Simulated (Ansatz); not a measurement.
# CH₃BClFOSi: up Jacob's ladder to CCSD(T)

An exercise on one series of results from a longer session: the logs are not shown, and one member is left open.

Method: functionals in def2-TZVPP, the program's frozen cores in correlated methods; program: Ansatz 0.2.0, Gaussian basis.

Levels to be run: PBE-D4, r2SCAN-D4, PBE0-D4, B3LYP-D4, ωB97X-V, ωB97M-V, B2PLYP; CCSD(T)/def2-TZVPP; MP2/def2-QZVPP; extrapolation to the limit.

**Structure used throughout**

All runs share one geometry, relaxed beforehand with PBE0-D4 in a triple-zeta def2 set.

SMILES `F[Si@H](Cl)[C@H]1BO1`, 9 atoms, charge 0, spin multiplicity 1.

Atoms are counted from 1 here; the program's logs count them from 0.

Bond lengths: F1–Si2 1.590 Å, Si2–Cl3 2.040 Å, Si2–C4 1.844 Å, Si2–H7 1.476 Å, C4–B5 1.520 Å, C4–O6 1.524 Å, C4–H8 1.090 Å, B5–O6 1.324 Å, B5–H9 1.182 Å. Angles: F1–Si2–Cl3 107.6°, F1–Si2–C4 111.5°, F1–Si2–H7 107.8°, Cl3–Si2–C4 107.8°, Cl3–Si2–H7 110.0°, C4–Si2–H7 112.1°, Si2–C4–B5 123.4°, Si2–C4–O6 114.2°, Si2–C4–H8 117.7°, B5–C4–O6 51.6°, B5–C4–H8 117.7°, O6–C4–H8 111.8°, C4–B5–O6 64.4°, C4–B5–H9 157.3°, O6–B5–H9 138.3°, C4–O6–B5 64.1°.

Set-up of the first run:

File in.yaml:

```yaml
crystal:
  periodic: [false, false, false]
  atoms:
    - {symbol: F, position_ang: [1.053552, -1.769617, -1.396456]}
    - {symbol: Si, position_ang: [0.977301, -0.778649, -0.155638]}
    - {symbol: Cl, position_ang: [1.365457, -1.865880, 1.526012]}
    - {symbol: C, position_ang: [-0.706390, -0.048921, 0.022344]}
    - {symbol: B, position_ang: [-0.956228, 1.430307, 0.268234]}
    - {symbol: O, position_ang: [-1.026832, 1.039696, -0.994589]}
    - {symbol: H, position_ang: [2.013995, 0.255372, -0.338306]}
    - {symbol: H, position_ang: [-1.543429, -0.733797, 0.158674]}
    - {symbol: H, position_ang: [-1.088927, 2.425090, 0.892626]}
basis:
  gaussian: {orbitals: def2-TZVPP}
hamiltonian: {xc: pbe, dispersion: d4}
output: {forces: true, orbitals: {seedname: orbitals}}
```

Started as:

```console
$ ansatz run in.yaml --threads 4 --pin off --events-out ev --progress --plain --max-ram 10444MiB
```

Steps of the session up to this table: PBE-D4 (GGA); r2SCAN-D4 (meta-GGA); PBE0-D4 (hybrid); B3LYP-D4 (hybrid); ωB97X-V (range-separated); ωB97M-V (range-separated); B2PLYP (double hybrid); CCSD(T) in def2-TZVPP; MP2 in def2-QZVPP.

One of the session's tables, all rows but one given; the rest of the session is left out.

```
            method  atomisation energy (kJ/mol)
            PBE-D4                            ?
         r2SCAN-D4                       3603.6
           PBE0-D4                       3575.5
          B3LYP-D4                       3550.7
           ωB97X-V                       3586.4
           ωB97M-V                       3591.9
            B2PLYP                       3530.4
     HF/def2-TZVPP                       2603.8
    MP2/def2-TZVPP                       3593.8
   CCSD/def2-TZVPP                       3394.4
CCSD(T)/def2-TZVPP                       3461.0
           MP2/CBS                       3699.9
       CCSD(T)/CBS                       3567.2
```

Q: Estimate the row for PBE-D4 from the others.

**Answer.** atomisation energy (kJ/mol): 3661.1. In the column «atomisation energy (kJ/mol)» it lies between r2SCAN-D4 (3603.6) and MP2/CBS (3699.9).

To keep in mind: Free atoms (1 F, 1 Si, 1 Cl, 1 C, 1 B, 1 O, 3 H) were run apart at each level; the atomisation energy is their sum less the molecule, without zero-point or spin-orbit terms.
